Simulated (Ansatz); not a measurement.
# B2H3NO2S: one molecule under many settings

Aim: run B2H3NO2S under a spread of inputs, and see what each costs and gives.

Program: Ansatz 0.2.0, Gaussian basis. Level of theory: the settings change from run to run. These are calculated values, not measurements.

### 1 The relaxed structure

The structure was relaxed beforehand with PBE0-D4 in a triple-zeta def2 set.

9 atoms, charge 0, spin multiplicity 1.

Atoms are counted from 1 here; the program's logs count them from 0.

Bond lengths: O1–B2 1.344 Å, O1–H7 0.959 Å, B2–N3 1.442 Å, B2–O6 1.410 Å, N3–B4 1.432 Å, N3–H8 0.999 Å, B4–S5 1.794 Å, B4–O6 1.406 Å, S5–H9 1.343 Å. Angles: B2–O1–H7 114.0°, O1–B2–N3 136.7°, O1–B2–O6 125.6°, N3–B2–O6 97.7°, B2–N3–B4 81.0°, B2–N3–H8 140.7°, B4–N3–H8 138.3°, N3–B4–S5 133.0°, N3–B4–O6 98.3°, S5–B4–O6 128.7°, B4–S5–H9 94.1°, B2–O6–B4 83.0°.

### 2 revPBE0/6-31G*

Options: unrestricted orbitals, a point charge of 1.00 e beside it, D3(BJ) dispersion.

Input file in.yaml:

```yaml
crystal:
  periodic: [false, false, false]
  atoms:
    - {symbol: O, position_ang: [1.684871, -1.147720, -1.173355]}
    - {symbol: B, position_ang: [0.730884, -0.494419, -0.488304]}
    - {symbol: N, position_ang: [-0.550968, 0.099175, -0.779561]}
    - {symbol: B, position_ang: [-0.480059, 0.393666, 0.619751]}
    - {symbol: S, position_ang: [-1.589180, 1.237122, 1.749660]}
    - {symbol: O, position_ang: [0.770286, -0.191691, 0.888449]}
    - {symbol: H, position_ang: [1.486302, -1.264023, -2.104402]}
    - {symbol: H, position_ang: [-1.177739, 0.249175, -1.542649]}
    - {symbol: H, position_ang: [-0.785899, 1.072415, 2.813310]}
basis:
  gaussian: {orbitals: "6-31G*", point_charges: [{charge: 1.00, position_ang: [4.807, -0.907, 0.851]}]}
magnetization: {spin_polarized: true, initial_magnetization: 0}
hamiltonian: {xc: {name: revPBE0}, dispersion: d3bj}
```

Command:

```console
$ ansatz run in.yaml --threads 4 --pin off --events-out ev --progress --plain --max-ram 10444MiB
```

Output:

```text
Functional definition: revPBE0
  name "revPBE0"
  cite "Zhang & Yang, Phys. Rev. Lett. 80, 890 (1998) doi:10.1103/PhysRevLett.80.890"
  cite "Adamo & Barone, J. Chem. Phys. 110, 6158 (1999) doi:10.1063/1.478522"
  cite "Perdew, Burke & Ernzerhof, Phys. Rev. Lett. 77, 3865 (1996) doi:10.1103/PhysRevLett.77.3865"
  parameter a = 0.25
  parameter kappa = 1.245
  parameter beta = 0.06672455060314922
  exchange = (1 - a)*pbe_x(kappa = kappa, mu = beta*pi^2/3) + a*exact_x
  correlation = pbe_c(beta = beta)
930 factors; integrals over basis functions are off by at most 7.7e-4 eV
mean field evaluation 1: about -17813.1361 eV, gradient 4.7e1 eV
mean field evaluation 2: about -17808.5615 eV, gradient 5.9e1 eV
mean field evaluation 4: about -17821.0773 eV, gradient 2.3e0 eV
mean field evaluation 8: about -17821.1207 eV, gradient 8.4e-2 eV
mean field evaluation 16: about -17821.1207 eV, gradient 2.9e-5 eV
mean field -17821.12070915 eV, -654.9141064717 hartree, gradient 2.9e-5 eV, S^2 0.000000; 0 other end points of the search recorded, 0 dependent functions left out
reference -17821.12073513 eV, -654.9141074264 hartree; 26, 26 occupied and 74, 74 virtual orbitals, 930 factors
Total energy: -17821.52841301 eV, -654.9290893122 hartree
```

It took 1.5 s on 4 threads of Arm Neoverse V2, shared host.

⟨S²⟩ 0.000.

### 3 CAM-B3LYP/cc-pVTZ

Set apart from the defaults: multiplicity 3, atoms shaken by 0.03 Å, density fitting with cc-pVTZ-jkfit, high accuracy.

Input file in.yaml:

```yaml
crystal:
  periodic: [false, false, false]
  atoms:
    - {symbol: O, position_ang: [1.676554, -1.167172, -1.187617]}
    - {symbol: B, position_ang: [0.792614, -0.472691, -0.483734]}
    - {symbol: N, position_ang: [-0.566243, 0.079954, -0.744581]}
    - {symbol: B, position_ang: [-0.482283, 0.423268, 0.593663]}
    - {symbol: S, position_ang: [-1.550767, 1.259054, 1.710231]}
    - {symbol: O, position_ang: [0.760031, -0.213335, 0.895942]}
    - {symbol: H, position_ang: [1.443787, -1.248265, -2.123974]}
    - {symbol: H, position_ang: [-1.170212, 0.254043, -1.571830]}
    - {symbol: H, position_ang: [-0.835137, 1.086347, 2.763224]}
basis:
  gaussian: {orbitals: cc-pVTZ, fitting: {mean_field: cc-pVTZ-jkfit}}
magnetization: {spin_polarized: true, initial_magnetization: 2}
hamiltonian: {xc: {name: CAM-B3LYP}}
accuracy: high
```

The command is unchanged.

Output, cut to the lines that bear on the results:

```text
Functional definition: CAM-B3LYP
  name "CAM-B3LYP"
  cite "Yanai, Tew & Handy, Chem. Phys. Lett. 393, 51 (2004) doi:10.1016/j.cplett.2004.06.011"
  cite "Iikura, Tsuneda, Yanai & Hirao, J. Chem. Phys. 115, 3540 (2001) doi:10.1063/1.1383587"
  cite "Becke, Phys. Rev. A 38, 3098 (1988) doi:10.1103/PhysRevA.38.3098"
  cite "Lee, Yang & Parr, Phys. Rev. B 37, 785 (1988) doi:10.1103/PhysRevB.37.785"
  cite "Vosko, Wilk & Nusair, Can. J. Phys. 58, 1200 (1980) doi:10.1139/p80-159"
[...]
  # Exact exchange under (alpha + beta erf(omega r))/r, Becke's under what is left of 1/r.
[...]
606 factors; integrals over basis functions are off by at most 7.0e-1 eV
606 factors; integrals over basis functions are off by at most 5.9e-7 eV
[...]
mean field -17820.64522295 eV, -654.8966326763 hartree, gradient 5.0e-8 eV, S^2 2.008660; 6 other end points of the search recorded, 0 dependent functions left out
reference -17820.64524331 eV, -654.8966334246 hartree; 27, 25 occupied and 199, 201 virtual orbitals, 606 factors
Total energy: -17820.64524331 eV, -654.8966334246 hartree
```

Run time: 18 s. Hardware: 4 threads of Arm Neoverse V2, shared host; peak memory 0.84 GiB.

⟨S²⟩ 2.009.

### 4 B2PLYP/def2-SVP

Input file in.yaml:

```yaml
crystal:
  periodic: [false, false, false]
  atoms:
    - {symbol: O, position_ang: [1.684871, -1.147720, -1.173355]}
    - {symbol: B, position_ang: [0.730884, -0.494419, -0.488304]}
    - {symbol: N, position_ang: [-0.550968, 0.099175, -0.779561]}
    - {symbol: B, position_ang: [-0.480059, 0.393666, 0.619751]}
    - {symbol: S, position_ang: [-1.589180, 1.237122, 1.749660]}
    - {symbol: O, position_ang: [0.770286, -0.191691, 0.888449]}
    - {symbol: H, position_ang: [1.486302, -1.264023, -2.104402]}
    - {symbol: H, position_ang: [-1.177739, 0.249175, -1.542649]}
    - {symbol: H, position_ang: [-0.785899, 1.072415, 2.813310]}
basis:
  gaussian: {orbitals: def2-SVP}
hamiltonian: {xc: {name: B2PLYP}}
output: {forces: true}
```

Launched as before.

Output, cut to the lines that bear on the results:

```text
Functional definition: B2PLYP
  name "B2PLYP"
  cite "Grimme, J. Chem. Phys. 124, 034108 (2006) doi:10.1063/1.2148954"
  cite "Becke, Phys. Rev. A 38, 3098 (1988) doi:10.1103/PhysRevA.38.3098"
  cite "Lee, Yang & Parr, Phys. Rev. B 37, 785 (1988) doi:10.1103/PhysRevB.37.785"
[...]
999 factors; integrals over basis functions are off by at most 1.2e-3 eV
[...]
mean field -17800.48196981 eV, -654.1556467904 hartree, gradient 9.3e-6 eV, S^2 0.000000; 0 other end points of the search recorded, 0 dependent functions left out
10 core orbitals not correlated: weight in the atoms' cores, before any rotation towards them, 1.000 or more for the frozen orbitals, at most 0.000 for the correlated occupied ones
reference -17800.48211514 eV, -654.1556521314 hartree; 16, 16 occupied and 77, 77 virtual orbitals, 999 factors
second order -27.04485324 eV of doubles, -0.00000000 eV of singles
[...]
Total energy: -17807.78422552 eV, -654.4239997382 hartree
Atom 0 at     1.684871    -1.147720    -1.173355 Å, force     0.145423    -0.046769     0.118353 eV/Å
Atom 1 at     0.730884    -0.494419    -0.488304 Å, force     0.203209    -0.107315     0.000941 eV/Å
Atom 2 at    -0.550968     0.099175    -0.779561 Å, force    -0.007667    -0.012241    -0.076992 eV/Å
Atom 3 at    -0.480059     0.393666     0.619751 Å, force    -0.014121     0.033508     0.118625 eV/Å
Atom 4 at    -1.589180     1.237122     1.749660 Å, force    -0.154643     0.094712     0.059741 eV/Å
Atom 5 at     0.770286    -0.191691     0.888449 Å, force     0.050841     0.003164     0.121954 eV/Å
Atom 6 at     1.486302    -1.264023    -2.104402 Å, force    -0.073258    -0.006753    -0.190263 eV/Å
Atom 7 at    -1.177739     0.249175    -1.542649 Å, force    -0.202149     0.048263    -0.239292 eV/Å
Atom 8 at    -0.785899     1.072415     2.813310 Å, force     0.052365    -0.006570     0.086933 eV/Å
Dipole moment:    -0.226689    -0.018779    -0.587426 e Å
```

Wall time 3.1 s (4 threads of Arm Neoverse V2, shared host).

Largest force 0.317 eV/Å, dipole 3.03 D.

### 5 r2SCAN0/6-31G

Options: coordinates scaled by 1.12, density fitting with cc-pVTZ-jkfit.

Input file in.yaml:

```yaml
crystal:
  periodic: [false, false, false]
  atoms:
    - {symbol: O, position_ang: [1.887056, -1.285446, -1.314158]}
    - {symbol: B, position_ang: [0.818591, -0.553749, -0.546901]}
    - {symbol: N, position_ang: [-0.617084, 0.111076, -0.873108]}
    - {symbol: B, position_ang: [-0.537666, 0.440906, 0.694121]}
    - {symbol: S, position_ang: [-1.779881, 1.385576, 1.959619]}
    - {symbol: O, position_ang: [0.862721, -0.214693, 0.995062]}
    - {symbol: H, position_ang: [1.664658, -1.415706, -2.356930]}
    - {symbol: H, position_ang: [-1.319067, 0.279076, -1.727766]}
    - {symbol: H, position_ang: [-0.880207, 1.201105, 3.150907]}
basis:
  gaussian: {orbitals: 6-31G, fitting: {mean_field: cc-pVTZ-jkfit}}
hamiltonian: {xc: {name: r2SCAN0}}
```

Launched as before.

Output, cut to the lines that bear on the results:

```text
Functional definition: r2SCAN0
  name "r2SCAN0"
  cite "Bursch, Neugebauer, Ehlert & Grimme, J. Chem. Phys. 156, 134105 (2022) doi:10.1063/5.0086040"
  cite "Furness, Kaplan, Ning, Perdew & Sun, J. Phys. Chem. Lett. 11, 8208 (2020) doi:10.1021/acs.jpclett.0c02405"
  cite "Furness, Kaplan, Ning, Perdew & Sun, J. Phys. Chem. Lett. 11, 9248 (2020) doi:10.1021/acs.jpclett.0c03077"
  parent r2scan
[...]
606 factors; integrals over basis functions are off by at most 2.6e-3 eV
[...]
mean field -17814.24757824 eV, -654.6615235695 hartree, gradient 6.7e-5 eV, S^2 0.000000; 0 other end points of the search recorded, 0 dependent functions left out
reference -17814.24758448 eV, -654.6615237990 hartree; 26, 26 occupied and 38, 38 virtual orbitals, 606 factors
Total energy: -17814.24758448 eV, -654.6615237990 hartree
```

Run time: 1.1 s. Hardware: 4 threads of Arm Neoverse V2, shared host.

### 6 SPW92/pcseg-2

Options: relativity set to scalar.

Input file in.yaml:

```yaml
crystal:
  periodic: [false, false, false]
  atoms:
    - {symbol: O, position_ang: [1.684871, -1.147720, -1.173355]}
    - {symbol: B, position_ang: [0.730884, -0.494419, -0.488304]}
    - {symbol: N, position_ang: [-0.550968, 0.099175, -0.779561]}
    - {symbol: B, position_ang: [-0.480059, 0.393666, 0.619751]}
    - {symbol: S, position_ang: [-1.589180, 1.237122, 1.749660]}
    - {symbol: O, position_ang: [0.770286, -0.191691, 0.888449]}
    - {symbol: H, position_ang: [1.486302, -1.264023, -2.104402]}
    - {symbol: H, position_ang: [-1.177739, 0.249175, -1.542649]}
    - {symbol: H, position_ang: [-0.785899, 1.072415, 2.813310]}
basis:
  gaussian: {orbitals: pcseg-2}
hamiltonian: {xc: {name: SPW92}, pseudopotentials: {relativity: scalar}}
```

Same command.

Output:

```text
Functional definition: SPW92
  name "SPW92"
  cite "Dirac, Proc. Camb. Phil. Soc. 26, 376 (1930) doi:10.1017/S0305004100016108"
  cite "Slater, Phys. Rev. 81, 385 (1951) doi:10.1103/PhysRev.81.385"
  cite "Perdew & Wang, Phys. Rev. B 45, 13244 (1992) doi:10.1103/PhysRevB.45.13244"
  exchange = slater_x
  correlation = pw_c
1222 factors; their error is unknown
mean field evaluation 1: about -17749.6702 eV, gradient 9.9e1 eV
mean field evaluation 2: about -17639.2983 eV, gradient 2.1e2 eV
mean field evaluation 4: about -17766.2408 eV, gradient 2.3e1 eV
mean field evaluation 8: about -17767.3051 eV, gradient 4.2e-1 eV
mean field evaluation 16: about -17767.2506 eV, gradient 1.3e-3 eV
mean field -17767.25062660 eV, -652.9344174526 hartree, gradient 4.7e-5 eV, S^2 0.000000; 0 other end points of the search recorded, 0 dependent functions left out
reference -17767.25066922 eV, -652.9344190187 hartree; 26, 26 occupied and 200, 200 virtual orbitals, 1222 factors
Total energy: -17767.25066922 eV, -652.9344190187 hartree
Relativity: scalar
```

Run time: 1.1 s. Hardware: 4 threads of Arm Neoverse V2, shared host.

### 7 revPBE/def2-TZVPD

Set apart from the defaults: D3(BJ) with three-body dispersion.

Changes to in.yaml since step 6:

```diff
@@ -13,3 +13,4 @@
 basis:
-  gaussian: {orbitals: pcseg-2}
-hamiltonian: {xc: {name: SPW92}, pseudopotentials: {relativity: scalar}}
+  gaussian: {orbitals: def2-TZVPD}
+hamiltonian: {xc: {name: revPBE}, dispersion: d3bjatm}
+output: {forces: true}
```

Same command.

Output, cut to the lines that bear on the results:

```text
Functional definition: revPBE
  name "revPBE"
  cite "Zhang & Yang, Phys. Rev. Lett. 80, 890 (1998) doi:10.1103/PhysRevLett.80.890"
  cite "Perdew, Burke & Ernzerhof, Phys. Rev. Lett. 77, 3865 (1996) doi:10.1103/PhysRevLett.77.3865"
[...]
1323 factors; their error is unknown
[...]
mean field -17825.62165158 eV, -655.0795130554 hartree, gradient 4.5e-5 eV, S^2 0.000000; 0 other end points of the search recorded, 0 dependent functions left out
[...]
reference -17825.62173697 eV, -655.0795161932 hartree; 26, 26 occupied and 238, 238 virtual orbitals, 1323 factors
Total energy: -17826.09000456 eV, -655.0967247098 hartree
Atom 0 at     1.684871    -1.147720    -1.173355 Å, force     0.709850    -0.332720     0.142841 eV/Å
Atom 1 at     0.730884    -0.494419    -0.488304 Å, force    -0.131703     0.019905    -0.201235 eV/Å
Atom 2 at    -0.550968     0.099175    -0.779561 Å, force    -0.298201     0.069710    -0.352517 eV/Å
Atom 3 at    -0.480059     0.393666     0.619751 Å, force    -0.390969     0.248342     0.194992 eV/Å
Atom 4 at    -1.589180     1.237122     1.749660 Å, force    -0.392537     0.198443    -0.022873 eV/Å
Atom 5 at     0.770286    -0.191691     0.888449 Å, force     0.711664    -0.165736     0.864633 eV/Å
Atom 6 at     1.486302    -1.264023    -2.104402 Å, force    -0.116629    -0.065886    -0.536993 eV/Å
Atom 7 at    -1.177739     0.249175    -1.542649 Å, force    -0.261443     0.061199    -0.320786 eV/Å
Atom 8 at    -0.785899     1.072415     2.813310 Å, force     0.169968    -0.033258     0.231937 eV/Å
Dipole moment:    -0.213692    -0.015232    -0.542813 e Å
```

Wall time 3.1 s (4 threads of Arm Neoverse V2, shared host).

Largest force 1.132 eV/Å, dipole 2.80 D.

### 8 rPW86-PBE/def2-TZVPP

Set apart from the defaults: relativity set to none, the search for lower states set to light.

Changes to in.yaml since step 7:

```diff
@@ -13,4 +13,5 @@
 basis:
-  gaussian: {orbitals: def2-TZVPD}
-hamiltonian: {xc: {name: revPBE}, dispersion: d3bjatm}
+  gaussian: {orbitals: def2-TZVPP}
+hamiltonian: {xc: {name: rPW86-PBE}, pseudopotentials: {relativity: none}}
+scf: {lower_state_search: light}
 output: {forces: true}
```

Same command.

Output, cut to the lines that bear on the results:

```text
Functional definition: rPW86-PBE
  name "rPW86-PBE"
  cite "Murray, Lee & Langreth, J. Chem. Theory Comput. 5, 2754 (2009) doi:10.1021/ct900365q"
  cite "Perdew, Burke & Ernzerhof, Phys. Rev. Lett. 77, 3865 (1996) doi:10.1103/PhysRevLett.77.3865"
  parent pbe
[...]
1256 factors; their error is unknown
[...]
mean field -17853.31204146 eV, -656.0971161142 hartree, gradient 1.4e-5 eV, S^2 0.000000; 0 other end points of the search recorded, 0 dependent functions left out
[...]
reference -17853.31215244 eV, -656.0971201924 hartree; 26, 26 occupied and 213, 213 virtual orbitals, 1256 factors
Total energy: -17853.31215244 eV, -656.0971201924 hartree
Atom 0 at     1.684871    -1.147720    -1.173355 Å, force     0.551180    -0.272921     0.048832 eV/Å
Atom 1 at     0.730884    -0.494419    -0.488304 Å, force    -0.089293    -0.007235    -0.222581 eV/Å
Atom 2 at    -0.550968     0.099175    -0.779561 Å, force    -0.245929     0.055994    -0.299474 eV/Å
Atom 3 at    -0.480059     0.393666     0.619751 Å, force    -0.405733     0.247819     0.161300 eV/Å
Atom 4 at    -1.589180     1.237122     1.749660 Å, force    -0.297804     0.161825     0.030352 eV/Å
Atom 5 at     0.770286    -0.191691     0.888449 Å, force     0.600886    -0.141536     0.722246 eV/Å
Atom 6 at     1.486302    -1.264023    -2.104402 Å, force    -0.054385    -0.066780    -0.403990 eV/Å
Atom 7 at    -1.177739     0.249175    -1.542649 Å, force    -0.167183     0.037378    -0.212377 eV/Å
Atom 8 at    -0.785899     1.072415     2.813310 Å, force     0.108261    -0.014543     0.175692 eV/Å
Dipole moment:    -0.227862    -0.008866    -0.547065 e Å
```

Run time: 4.4 s. Hardware: 4 threads of Arm Neoverse V2, shared host.

Largest force 0.950 eV/Å, dipole 2.85 D.

### 9 r2SCAN0/aug-cc-pVTZ

Options: D3(BJ) with three-body dispersion.

Changes to in.yaml since step 8:

```diff
@@ -13,5 +13,4 @@
 basis:
-  gaussian: {orbitals: def2-TZVPP}
-hamiltonian: {xc: {name: rPW86-PBE}, pseudopotentials: {relativity: none}}
-scf: {lower_state_search: light}
+  gaussian: {orbitals: aug-cc-pVTZ}
+hamiltonian: {xc: {name: r2SCAN0}, dispersion: d3bjatm}
 output: {forces: true}
```

Same command.

Output, cut to the lines that bear on the results:

```text
Functional definition: r2SCAN0
  name "r2SCAN0"
  cite "Bursch, Neugebauer, Ehlert & Grimme, J. Chem. Phys. 156, 134105 (2022) doi:10.1063/5.0086040"
  cite "Furness, Kaplan, Ning, Perdew & Sun, J. Phys. Chem. Lett. 11, 8208 (2020) doi:10.1021/acs.jpclett.0c02405"
  cite "Furness, Kaplan, Ning, Perdew & Sun, J. Phys. Chem. Lett. 11, 9248 (2020) doi:10.1021/acs.jpclett.0c03077"
  parent r2scan
[...]
1665 factors; their error is unknown
[...]
mean field -17824.62824127 eV, -655.0430058998 hartree, gradient 3.1e-5 eV, S^2 0.000000; 0 other end points of the search recorded, 0 dependent functions left out
[...]
reference -17824.62825819 eV, -655.0430065214 hartree; 26, 26 occupied and 323, 323 virtual orbitals, 1665 factors
Total energy: -17824.68888152 eV, -655.0452343878 hartree
Atom 0 at     1.684871    -1.147720    -1.173355 Å, force    -0.209350     0.059255    -0.208293 eV/Å
Atom 1 at     0.730884    -0.494419    -0.488304 Å, force     0.056701    -0.018066     0.052521 eV/Å
Atom 2 at    -0.550968     0.099175    -0.779561 Å, force    -0.025051     0.006808    -0.041264 eV/Å
Atom 3 at    -0.480059     0.393666     0.619751 Å, force     0.129171    -0.080159    -0.051056 eV/Å
Atom 4 at    -1.589180     1.237122     1.749660 Å, force     0.075866    -0.021156     0.076026 eV/Å
Atom 5 at     0.770286    -0.191691     0.888449 Å, force    -0.183776     0.040233    -0.236605 eV/Å
Atom 6 at     1.486302    -1.264023    -2.104402 Å, force     0.069629     0.036296     0.307121 eV/Å
Atom 7 at    -1.177739     0.249175    -1.542649 Å, force     0.148453    -0.036748     0.179262 eV/Å
Atom 8 at    -0.785899     1.072415     2.813310 Å, force    -0.061643     0.013537    -0.077714 eV/Å
Dipole moment:    -0.231075    -0.009642    -0.557698 e Å
```

It took 12 s on 4 threads of Arm Neoverse V2, shared host; peak memory 1.5 GiB.

Largest force 0.317 eV/Å, dipole 2.90 D.

### 10 wB97X/def2-TZVPP

Options: density fitting with def2-universal-jkfit.

Changes to in.yaml since step 9:

```diff
@@ -13,4 +13,4 @@
 basis:
-  gaussian: {orbitals: aug-cc-pVTZ}
-hamiltonian: {xc: {name: r2SCAN0}, dispersion: d3bjatm}
+  gaussian: {orbitals: def2-TZVPP, fitting: {mean_field: def2-universal-jkfit}}
+hamiltonian: {xc: {name: wB97X}}
 output: {forces: true}
```

Launched as before.

Output, cut to the lines that bear on the results:

```text
Functional definition: wB97X
  name "wB97X"
  cite "Chai & Head-Gordon, J. Chem. Phys. 128, 084106 (2008) doi:10.1063/1.2834918"
  cite "Becke, J. Chem. Phys. 107, 8554 (1997) doi:10.1063/1.475007"
[...]
  # The coefficients of nought are those of the uniform gas.
[...]
      + exact_x_lr(omega)
[...]
      + integral(e_c_pw_opposite_spin*poly(b97_u_opposite, 1, cos1, cos2, cos3, cos4))
563 factors; integrals over basis functions are off by at most 1.3e0 eV
563 factors; integrals over basis functions are off by at most 2.4e-6 eV
[...]
mean field -17828.08022152 eV, -655.1698638340 hartree, gradient 3.9e-5 eV, S^2 0.000000; 0 other end points of the search recorded, 0 dependent functions left out
[...]
reference -17828.08018751 eV, -655.1698625841 hartree; 26, 26 occupied and 213, 213 virtual orbitals, 563 factors
Total energy: -17828.08018751 eV, -655.1698625841 hartree
Atom 0 at     1.684871    -1.147720    -1.173355 Å, force     0.051383    -0.091076    -0.275768 eV/Å
Atom 1 at     0.730884    -0.494419    -0.488304 Å, force     0.000282     0.000644     0.009535 eV/Å
Atom 2 at    -0.550968     0.099175    -0.779561 Å, force    -0.092372     0.023807    -0.112662 eV/Å
Atom 3 at    -0.480059     0.393666     0.619751 Å, force    -0.058866     0.034379     0.021869 eV/Å
Atom 4 at    -1.589180     1.237122     1.749660 Å, force     0.079997    -0.000400     0.172605 eV/Å
Atom 5 at     0.770286    -0.191691     0.888449 Å, force     0.015941     0.012809     0.087030 eV/Å
Atom 6 at     1.486302    -1.264023    -2.104402 Å, force     0.061158     0.004386     0.152831 eV/Å
Atom 7 at    -1.177739     0.249175    -1.542649 Å, force     0.046569    -0.012398     0.054926 eV/Å
Atom 8 at    -0.785899     1.072415     2.813310 Å, force    -0.104091     0.027849    -0.110366 eV/Å
Dipole moment:    -0.230803    -0.011787    -0.566327 e Å
```

Run time: 4.9 s. Hardware: 4 threads of Arm Neoverse V2, shared host; peak memory 0.61 GiB.

Largest force 0.295 eV/Å, dipole 2.94 D.

### 11 The runs in one table

```tsv
level	charge	multiplicity	geometry	functions	energy (eV)	time
revPBE0/6-31G*	0	1	relaxed, point charge	100	-17821.528	1.5 s
CAM-B3LYP/cc-pVTZ	0	3	shaken	226	-17820.645	18 s
B2PLYP/def2-SVP	0	1	relaxed	103	-17807.784	3.1 s
r2SCAN0/6-31G	0	1	scaled	64	-17814.248	1.1 s
SPW92/pcseg-2	0	1	relaxed	226	-17767.251	1.1 s
revPBE/def2-TZVPD	0	1	relaxed	264	-17826.090	3.1 s
rPW86-PBE/def2-TZVPP	0	1	relaxed	239	-17853.312	4.4 s
r2SCAN0/aug-cc-pVTZ	0	1	relaxed	349	-17824.689	12 s
wB97X/def2-TZVPP	0	1	relaxed	239	-17828.080	4.9 s
```

### 12 What came out

```
                                         quantity                    value
                                             runs                        9
                                         quickest     r2SCAN0/6-31G, 1.1 s
                                          slowest  CAM-B3LYP/cc-pVTZ, 18 s
spread of total energies, same state and geometry                  86.1 eV
                  dipole, same state and geometry           2.80 to 3.03 D
```

Run time spans a factor of 16, from r2SCAN0/6-31G to CAM-B3LYP/cc-pVTZ. The jobs differ in tasks and options as well as level. The totals spread over 86 eV; they can't be compared across methods or bases. Some of these runs are scalar-relativistic and others not, which shifts the totals of all-electron atoms past neon by several eV an atom and more; core potentials, where a basis has them, take the core out of the total altogether. At the PBE0-D4/def2-TZVP geometry and in the same state, the sound runs without point charges leave forces up to 1.13 eV/Å (revPBE/def2-TZVPD). At that geometry and state the dipole changes by 8 % between the lowest and highest value.
